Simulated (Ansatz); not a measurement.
# C3H7FOSi: the cost of one run

Method: RKS PBE/6-31G*, in Ansatz 0.2.0.

**1. The structure to begin with**

Bond lengths: Si2–C3 1.878 Å, C3–C4 1.447 Å, C4–C5 1.335 Å, C3–O6 1.283 Å, Si2–H9 1.462 Å, Si2–H10 1.459 Å, C4–H11 1.081 Å, C5–H12 1.078 Å, C5–H13 1.076 Å. Angles: Si2–C3–C4 120.1°, Si2–C3–O6 121.4°, C4–C3–O6 118.0°, C3–Si2–H9 106.2°, C3–Si2–H10 110.5°, H9–Si2–H10 111.3°, C3–C4–C5 123.0°, C3–C4–H11 115.8°, C5–C4–H11 121.0°, C4–C5–H12 120.2°, C4–C5–H13 122.4°, H12–C5–H13 117.3°.

As a file:

```xyz
13

H    -0.1086   -1.9520    1.5434
Si    0.2642   -1.8017   -0.2814
C    -0.1509    0.0125   -0.0299
C     0.6167    1.0333   -0.7108
C     0.2770    2.3248   -0.7051
O    -1.0006    0.3870    0.8559
H    -1.1804   -0.5344    1.7136
F    -0.8988   -1.5137    2.3557
H    -0.9256   -2.4151   -0.8694
H     1.4209   -1.9440   -1.1584
H     1.4447    0.6783   -1.3083
H    -0.5642    2.6622   -0.1221
H     0.8057    3.0628   -1.2833
```

**2. A restrained relaxation towards end A**

Springs on the bonds that form and break draw the guess towards this end; the thresholds are loose.

Contents of input.yaml:

```yaml
crystal:
  periodic: [false, false, false]
  atoms:
    - { symbol: H, position_ang: [-0.1086, -1.952, 1.5434] }
    - { symbol: Si, position_ang: [0.2642, -1.8017, -0.2814] }
    - { symbol: C, position_ang: [-0.1509, 0.0125, -0.0299] }
    - { symbol: C, position_ang: [0.6167, 1.0333, -0.7108] }
    - { symbol: C, position_ang: [0.277, 2.3248, -0.7051] }
    - { symbol: O, position_ang: [-1.0006, 0.387, 0.8559] }
    - { symbol: H, position_ang: [-1.1804, -0.5344, 1.7136] }
    - { symbol: F, position_ang: [-0.8988, -1.5137, 2.3557] }
    - { symbol: H, position_ang: [-0.9256, -2.4151, -0.8694] }
    - { symbol: H, position_ang: [1.4209, -1.944, -1.1584] }
    - { symbol: H, position_ang: [1.4447, 0.6783, -1.3083] }
    - { symbol: H, position_ang: [-0.5642, 2.6622, -0.1221] }
    - { symbol: H, position_ang: [0.8057, 3.0628, -1.2833] }
basis:
  gaussian: { orbitals: "6-31G*" }
hamiltonian:
  xc: pbe
relax:
  f_tol: 0.15
  max_steps: 25
  restrain:
    - { distance: [5, 6], at: 2.27, k: 30.0 }
    - { distance: [0, 7], at: 2.18, k: 30.0 }
    - { distance: [1, 0], at: 1.42, k: 30.0 }
    - { distance: [6, 7], at: 0.88, k: 30.0 }
output:
  orbitals: {}
```

The run is started by

```
$ ansatz run input.yaml --threads 2 --pin off --max-ram 3072MiB --backend cpu --events-out ev --progress --plain --runs-dir out
```

What time and memory should one allow on 2 threads of Intel Xeon 6975P-C (Granite Rapids), shared host?

About 16 s, with a peak of 0.17 GiB.
